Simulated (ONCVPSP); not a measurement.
# Si: the cost of one run

The numbers are computed with ONCVPSP 4.0.1.1 (patched build) (LDA (Perdew-Wang 92), scalar-relativistic, spin-unpolarised reference atom).

## Step 1: The design

The settings as typed:

```json
{
 "element": "silicon (Si, Z = 14)",
 "type": "optimised norm-conserving Vanderbilt (ONCV)",
 "frozen core": "[Ne]",
 "valence charge": "4",
 "reference configuration": "3s1.75 3p2.25",
 "partial waves": "3s: rc 1.40 bohr, ncon 4, nbas 8, qcut 4.6 1/bohr, local; 3p: rc 1.55 bohr, ncon 4, nbas 8, qcut 4.3 1/bohr, 2 projectors, debl 3.4 Ha; d scattering state at 0.32 Ha: rc 1.40 bohr, ncon 4, nbas 9, qcut 7.2 1/bohr, 2 projectors, debl 0.5 Ha",
 "local potential": "the s channel",
 "core correction": "Teter function, fcfact 3, rcfact 1.65"
}
```

An earlier all-electron run gives the scale for the radii.

All-electron outer shells of the reference configuration (LDA (PZ), scalar-relativistic, ld1.x):

```
shell  level (eV)  outermost node (bohr)  outermost maximum (bohr)
   2s     -139.15                   0.15                      0.45
   2p      -96.01                      –                      0.39
   3s      -11.08                   0.72                      1.77
   3p       -4.32                   0.72                      2.14
```

## Step 2: The generation run

Input file Si.dat:

```
# ATOM AND REFERENCE CONFIGURATION
# atsym  z   nc   nv     iexc    psfile
  Si 14.00    3    2  -001012      upf
#
#   n    l    f
    1    0    2.00
    2    0    2.00
    2    1    6.00
    3    0    1.75
    3    1    2.25
#
# PSEUDOPOTENTIAL AND OPTIMIZATION
# lmax
    2
#
#   l,   rc,      ep,       ncon, nbas, qcut
    0    1.40    0.00    4    8    4.60
    1    1.55    0.00    4    8    4.30
    2    1.40    0.32    4    9    7.20
#
# LOCAL POTENTIAL
# lloc, lpopt,  rc(5),   dvloc0
    0    5    1.40    0.00
#
# VANDERBILT-KLEINMAN-BYLANDER PROJECTORs
# l, nproj, debl
    0    0    3.00
    1    2    3.40
    2    2    0.50
#
# MODEL CORE CHARGE
# icmod, fcfact, rcfact
    3    3.00    1.65
#
# LOG DERIVATIVE ANALYSIS
# epsh1, epsh2, depsh
   -2.00    5.00    0.02
#
# OUTPUT GRID
# rlmax, drl
    6.00    0.01
#
# TEST CONFIGURATIONS
# ncnf
    4
# nvcnf
#   n    l    f
    2
    3    0    2.00
    3    1    2.00
#
    2
    3    0    2.00
    3    1    1.00
#
    2
    3    0    2.00
    3    1    0.00
#
    2
    3    0    0.00
    3    1    4.00
#
```

Run with:

```bash
$ oncvpsp.x < Si.dat > Si.out
```

**Question.** How long does this run take on 1 thread of Neoverse-N1, shared host?

About 4.3 s.
